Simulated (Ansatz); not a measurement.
# C₂H₆AlNS: one species, many methods

The task here is to estimate one member of a computed series from the others.

Program: Ansatz 0.2.0, Gaussian basis. Level of theory: functionals in def2-TZVPP, the program's frozen cores in correlated methods. These are calculated values, not measurements.

Plan: PBE-D4, r2SCAN-D4, PBE0-D4, B3LYP-D4, ωB97X-V, ωB97M-V, B2PLYP; CCSD(T)/def2-TZVPP; MP2/def2-QZVPP; extrapolation to the limit.

### Structure used throughout

An earlier PBE0-D4 in a triple-zeta def2 set relaxation fixed the geometry.

SMILES `N=CS[CH2][AlH2]`, 11 atoms, charge 0, spin multiplicity 1.

Atoms are counted from 1 here; the program's logs count them from 0.

Bond lengths: N1–C2 1.254 Å, N1–H6 1.020 Å, C2–S3 1.779 Å, C2–H7 1.092 Å, S3–C4 1.844 Å, C4–Al5 1.959 Å, C4–H8 1.089 Å, C4–H9 1.089 Å, Al5–H10 1.584 Å, Al5–H11 1.582 Å. Angles: C2–N1–H6 113.3°, N1–C2–S3 126.0°, N1–C2–H7 120.5°, S3–C2–H7 113.6°, C2–S3–C4 101.8°, S3–C4–Al5 82.5°, S3–C4–H8 105.8°, S3–C4–H9 109.1°, Al5–C4–H8 118.8°, Al5–C4–H9 124.7°, H8–C4–H9 109.7°, C4–Al5–H10 117.2°, C4–Al5–H11 117.8°, H10–Al5–H11 125.0°.

Set-up of the first run:

Contents of in.yaml:

```yaml
crystal:
  periodic: [false, false, false]
  atoms:
    - {symbol: N, position_ang: [1.923301, 1.208273, 1.496348]}
    - {symbol: C, position_ang: [0.872666, 0.926349, 0.871574]}
    - {symbol: S, position_ang: [0.003340, -0.624066, 0.935618]}
    - {symbol: C, position_ang: [-1.463779, -0.277941, -0.126535]}
    - {symbol: Al, position_ang: [-0.270167, -0.916255, -1.542169]}
    - {symbol: H, position_ang: [2.268249, 0.440047, 2.072032]}
    - {symbol: H, position_ang: [0.400661, 1.665255, 0.220134]}
    - {symbol: H, position_ang: [-2.251934, -0.938203, 0.233494]}
    - {symbol: H, position_ang: [-1.765224, 0.759470, 0.008112]}
    - {symbol: H, position_ang: [0.649890, 0.158740, -2.253227]}
    - {symbol: H, position_ang: [-0.301704, -2.458568, -1.894779]}
basis:
  gaussian: {orbitals: def2-TZVPP}
hamiltonian: {xc: pbe, dispersion: d4}
output: {forces: true, orbitals: {seedname: orbitals}}
```

Started as:

```bash
$ ansatz run in.yaml --threads 4 --pin off --events-out ev --progress --plain --max-ram 10444MiB
```

Among the steps run: PBE-D4 (GGA); r2SCAN-D4 (meta-GGA); PBE0-D4 (hybrid); B3LYP-D4 (hybrid); ωB97X-V (range-separated); ωB97M-V (range-separated); B2PLYP (double hybrid); CCSD(T) in def2-TZVPP; MP2 in def2-QZVPP.

One table of the session follows, with a row left open; its other results are not shown here.

| method | atomisation energy (kJ/mol) |
| --- | --- |
| PBE-D4 | 3879.2 |
| r2SCAN-D4 | 3794.0 |
| PBE0-D4 | 3791.0 |
| B3LYP-D4 | 3779.9 |
| ωB97X-V | 3792.8 |
| ωB97M-V | 3795.3 |
| B2PLYP | 3726.1 |
| HF/def2-TZVPP | 2613.9 |
| MP2/def2-TZVPP | 3712.5 |
| CCSD/def2-TZVPP | 3583.5 |
| CCSD(T)/def2-TZVPP | ? |
| MP2/CBS | 3826.0 |
| CCSD(T)/CBS | 3770.5 |

Q: Estimate the row for CCSD(T)/def2-TZVPP from the others.

**Answer.** atomisation energy (kJ/mol): 3657.1. In the column «atomisation energy (kJ/mol)» it lies between CCSD/def2-TZVPP (3583.5) and MP2/def2-TZVPP (3712.5).
